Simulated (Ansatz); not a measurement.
**Sr (sc type): a single-point run**

Wanted: a converged single-point run for Sr (sc type), and a check of what comes out.

Program: Ansatz 0.2.0. Level of theory: DFT, LDA, PAW with Ansatz's default frozen-core files, scalar-relativistic. These are calculated values, not measurements.

## (1) The system as given

Symmetry: Pm-3m, No. 221, cubic system. Conventional cell: a = 3.074 Å, b = 3.074 Å, c = 3.074 Å, α = 90.00°, β = 90.00°, γ = 90.00°. Sr (site symmetry m-3m) is surrounded by 6 Sr at 3.07 Å.

Structure file:

```xyz
1
Lattice="3.0740 0.0000 0.0000 0.0000 3.0740 0.0000 0.0000 0.0000 3.0740" Properties=species:S:1:pos:R:3 pbc="T T T"
Sr    0.0000    0.0000    0.0000
```

## (2) Input and run

File input.yaml:

```yaml
crystal:
  lattice:
    - [3.0739943868, 0.0, 0.0]
    - [0.0, 3.0739943868, 0.0]
    - [0.0, 0.0, 3.0739943868]
  atoms:
    - { symbol: Sr, position: [0.0, 0.0, 0.0] }
kpoints:
  mp_grid: { grid: [1, 1, 1] }
scf:
  occupations: { method: fermi_dirac, width: 0.05 }
  max_iter: 100
hamiltonian:
  xc: lda
  pseudopotentials: { kind: paw }
output:
  forces: true
  stress: true
  eigenvalues: true
  populations: true
```

Started as:

```
$ ansatz run input.yaml --threads 1 --pin off --max-ram 2048MiB --backend cpu --events-out ev --progress --plain --runs-dir out
```

**Question.** How will this run end, and is anything wrong with its input?

The program finished normally. It gives a pressure of 64 GPa, which is large; a structure far from rest gives such values too, whatever the setting.

Look at the input: kpoints.mp_grid.grid is [1, 1, 1]. One k-point can't sample the Brillouin zone of so small a cell.

The test: set kpoints.mp_grid.grid to [10, 10, 10].
